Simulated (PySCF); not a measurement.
# C4H5F3SSi: electronic excitations

What electronic excitations should C4H5F3SSi (`FC(F)(F)CC1=C[SiH2]S1`) show?

Computed with PySCF 2.14.0, with density-fitted response routines of our own, on a single molecule in the gas phase. Atoms are numbered from 0 throughout.

### 1 The starting structure

14 atoms, charge 0, multiplicity 1; geometry from: GFN2-xTB.

Bonds of the start (Å): F0–C1 1.34, C1–F2 1.34, C1–F3 1.34, C1–C4 1.51, C4–C5 1.49, C5–C6 1.34, C6–Si7 1.87, Si7–S8 2.22, S8–C5 1.77, C4–H9 1.09, C4–H10 1.09, C6–H11 1.08, Si7–H12 1.45, Si7–H13 1.45.

### 2 Excited states and response: PBE0/def2-SVPD

The job: settings as JSON, then the geometry in Å.

```
{"job": {"kind": "uv", "xc": "PBE0", "basis": "def2-SVPD", "nstates": 8, "ntriplets": 3}, "charge": 0, "multiplicity": 1}
F     -1.709592     0.818366    -1.268929
C     -2.023578     0.272094    -0.084983
F     -3.252211     0.720022     0.222468
F     -2.145045    -1.047032    -0.293275
C     -1.025304     0.608021     1.003418
C      0.354060     0.125993     0.704183
C      0.865815    -0.532975    -0.348259
Si     2.641666    -0.664499     0.230126
S      1.637757     0.421556     1.886589
H     -1.378255     0.162949     1.938833
H     -1.017891     1.694556     1.133139
H      0.320573    -0.846966    -1.220726
H      3.104547    -1.947371     0.730326
H      3.626780     0.214812    -0.375051
```

Level: TDDFT PBE0/def2-SVPD, vertical, gas phase, core orbitals frozen in the response.

Launch:

```console
> OMP_NUM_THREADS=1 python probes_run.py task.json out
```

The driver reads the jobs from task.json and runs them one after another.

Predict these results of the whole session: lowest singlet (PBE0/def2-SVPD); brightest single state of those computed; lowest triplet; surface potential, 1st and 99th percentile.

As calculated:

```
                                quantity                        value
         lowest singlet (PBE0/def2-SVPD)  4.43 eV (280 nm), f = 0.006
brightest single state of those computed  state 7, 6.77 eV, f = 0.063
                          lowest triplet                      3.48 eV
   surface potential, 1st and 99th percentile           -0.77 V and 1.78 V
```

What this shows: The lowest singlet, at 4.43 eV, is HOMO→LUMO 0.97 and is weak; of the 8 states computed, the strongest absorption comes from state 7 at 6.77 eV. The lowest triplet lies 0.95 eV below the lowest singlet (triplets in Tamm-Dancoff, singlets in full TDDFT). States above −ε(HOMO) lie where TDDFT describes them poorly and they hang on the basis; the brightest is among them. At PBE0/def2-SVPD, counted by nearest atom on the grid, the HOMO lies on S8 58 %; C6 25 %, the LUMO on Si7 30 %; H12, H13 about 20 % each.
